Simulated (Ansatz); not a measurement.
# F2H3O3Ta: the cost of one run

All numbers below are computed with Ansatz 0.2.0 (RKS PBE/def2-SVP).

## 1. The system as given

Bond lengths: Ta1–F2 1.930 Å, Ta1–O3 2.020 Å, O3–H4 1.010 Å, Ta1–F5 1.930 Å, Ta1–O6 2.020 Å, O6–H7 1.010 Å, Ta1–O8 2.020 Å, O8–H9 1.010 Å. Angles: F2–Ta1–O3 90.0°, F2–Ta1–F5 90.0°, F2–Ta1–O6 120.0°, F2–Ta1–O8 120.0°, O3–Ta1–F5 180.0°, O3–Ta1–O6 90.0°, O3–Ta1–O8 90.0°, F5–Ta1–O6 90.0°, F5–Ta1–O8 90.0°, O6–Ta1–O8 120.0°, Ta1–O3–H4 109.5°, Ta1–O6–H7 109.5°, Ta1–O8–H9 109.5°.

Coordinates:

```xyz
9

Ta    0.0000    0.0000    0.0000
F     1.9300    0.0000    0.0000
O     0.0000    0.0000    2.0200
H    -0.2547   -0.9174    2.3571
F     0.0000    0.0000   -1.9300
O    -1.0100    1.7493    0.0000
H    -1.4859    1.8638    0.8834
O    -1.0100   -1.7493    0.0000
H    -1.6563   -1.7655    0.7760
```

## 2. Relaxing the start

input.yaml reads:

```yaml
crystal:
  periodic: [false, false, false]
  atoms:
    - { symbol: Ta, position_ang: [0.0, 0.0, 0.0] }
    - { symbol: F, position_ang: [1.93, 0.0, 0.0] }
    - { symbol: O, position_ang: [0.0, 0.0, 2.02] }
    - { symbol: H, position_ang: [-0.2547, -0.9174, 2.3571] }
    - { symbol: F, position_ang: [0.0, 0.0, -1.93] }
    - { symbol: O, position_ang: [-1.01, 1.7493, 0.0] }
    - { symbol: H, position_ang: [-1.4859, 1.8638, 0.8834] }
    - { symbol: O, position_ang: [-1.01, -1.7493, 0.0] }
    - { symbol: H, position_ang: [-1.6563, -1.7655, 0.776] }
basis:
  gaussian: { orbitals: def2-SVP }
hamiltonian:
  xc: pbe
relax:
  f_tol: 0.02
  max_steps: 40
```

Launch:

```
$ ansatz run input.yaml --threads 4 --pin off --max-ram 5120MiB --backend cpu --events-out ev --progress --plain --runs-dir out
```

**Question.** How long does this run take on 4 threads of Intel Xeon Platinum 8259CL at 2.50GHz (Skylake/Cascade Lake), shared host, and how much memory does it need?

About 24 s, with a peak of 0.2 GiB.
